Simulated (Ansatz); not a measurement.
# C₂H₅BO: basis-set convergence

The task here is to estimate one member of a computed series from the others.

The runs use Ansatz 0.2.0, Gaussian basis; one geometry, several basis sets.

Plan: PBE0-D4/def2-SVP; ωB97M-V/def2-SVP; PBE0-D4/def2-QZVPP; ωB97M-V/def2-QZVPP; the functionals' def2-TZVPP values are taken from earlier runs.

### Structure used throughout

All runs share one geometry, relaxed beforehand with PBE0-D4 in a triple-zeta def2 set.

SMILES `BC(=C)O`, 9 atoms, charge 0, spin multiplicity 1.

Atoms are counted from 1 here; the program's logs count them from 0.

Bond lengths: B1–C2 1.534 Å, B1–H5 1.192 Å, B1–H6 1.201 Å, C2–C3 1.344 Å, C2–O4 1.365 Å, C3–H7 1.085 Å, C3–H8 1.080 Å, O4–H9 0.960 Å. Angles: C2–B1–H5 119.6°, C2–B1–H6 120.2°, H5–B1–H6 120.1°, B1–C2–C3 120.0°, B1–C2–O4 121.4°, C3–C2–O4 118.5°, C2–C3–H7 122.1°, C2–C3–H8 119.3°, H7–C3–H8 118.6°, C2–O4–H9 108.4°.

The first run:

Input file in.yaml:

```yaml
crystal:
  periodic: [false, false, false]
  atoms:
    - {symbol: B, position_ang: [0.224646, 1.242845, 0.118693]}
    - {symbol: C, position_ang: [-0.088509, -0.258122, 0.152678]}
    - {symbol: C, position_ang: [0.095792, -1.008664, -0.946987]}
    - {symbol: O, position_ang: [-0.555475, -0.862804, 1.284103]}
    - {symbol: H, position_ang: [0.630784, 1.737971, -0.887241]}
    - {symbol: H, position_ang: [0.062310, 1.916862, 1.098874]}
    - {symbol: H, position_ang: [-0.114138, -2.073459, -0.961230]}
    - {symbol: H, position_ang: [0.464759, -0.542711, -1.849236]}
    - {symbol: H, position_ang: [-0.631668, -0.198220, 1.973245]}
basis:
  gaussian: {orbitals: def2-SVP}
hamiltonian: {xc: pbe0, dispersion: d4}
output: {orbitals: {seedname: orbitals}}
```

Command:

```
ansatz run in.yaml --threads 2 --pin off --events-out ev --progress --plain --max-ram 4352MiB
```

Steps of the session up to this table: PBE0-D4 in def2-SVP; ωB97M-V in def2-SVP; PBE0-D4 in def2-QZVPP; ωB97M-V in def2-QZVPP.

One of the session's tables, all rows but one given; the rest of the session is left out.

It belongs to the step «Functionals by basis». 

```
functional       basis  HOMO (eV)  LUMO (eV)
   PBE0-D4    def2-SVP          ?          ?
   PBE0-D4  def2-TZVPP      -7.18      -2.18
   PBE0-D4  def2-QZVPP      -7.22      -2.20
   ωB97M-V    def2-SVP      -9.21      -0.03
   ωB97M-V  def2-TZVPP      -9.38      -0.20
   ωB97M-V  def2-QZVPP      -9.41      -0.25
```

Q: Estimate the row for PBE0-D4, def2-SVP from the others.

As computed: HOMO (eV): -7.04; LUMO (eV): -2.10. In the column «HOMO (eV)» it is the highest.
